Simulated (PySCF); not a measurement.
# C2H4BCl: the cost of one run

The runs use PySCF 2.14.0, with density-fitted response routines of our own; the level of theory stands in each step. All values are computed, except where a source is named. Atoms count from 0, in the outputs and in this text.

## 1. The starting structure

8 atoms, charge 0, multiplicity 1; geometry from: GFN2-xTB. The atoms were then displaced at random by about 0.01 Å, so the start is not that level's minimum.

Bonds of the start (Å): B0–C1 1.55, C1–C2 1.32, C1–Cl3 1.78, B0–H4 1.17, B0–H5 1.15, C2–H6 1.08, C2–H7 1.05.

## 2. Geometry optimisation at PBE0-D3(BJ)/def2-SVP

Job settings and geometry (Å):

```
{"job": {"xc": "PBE0", "basis": "def2-SVP", "d3": "d3bj", "grid": 1, "shake": 0.01, "kind": "geom"}, "charge": 0, "multiplicity": 1}
B      1.298050     0.286900     0.323020
C     -0.181150    -0.013540    -0.040680
C     -1.251140    -0.691770    -0.413860
Cl    -0.174030     1.724740     0.361020
H      2.028150     0.564890    -0.551520
H      1.653040     0.113310     1.406600
H     -1.113540    -1.739000    -0.630890
H     -2.204240    -0.264670    -0.506170
```

Started as:

```bash
$ OMP_NUM_THREADS=1 python probes_run.py task.json out
```

One launch serves the whole session: the jobs run in the order shown.

**Question.** How long does this first job take on 1 thread of Arm Neoverse V1, shared host, and how much memory does it need?

About 19 s, with a peak of 0.34 GiB.
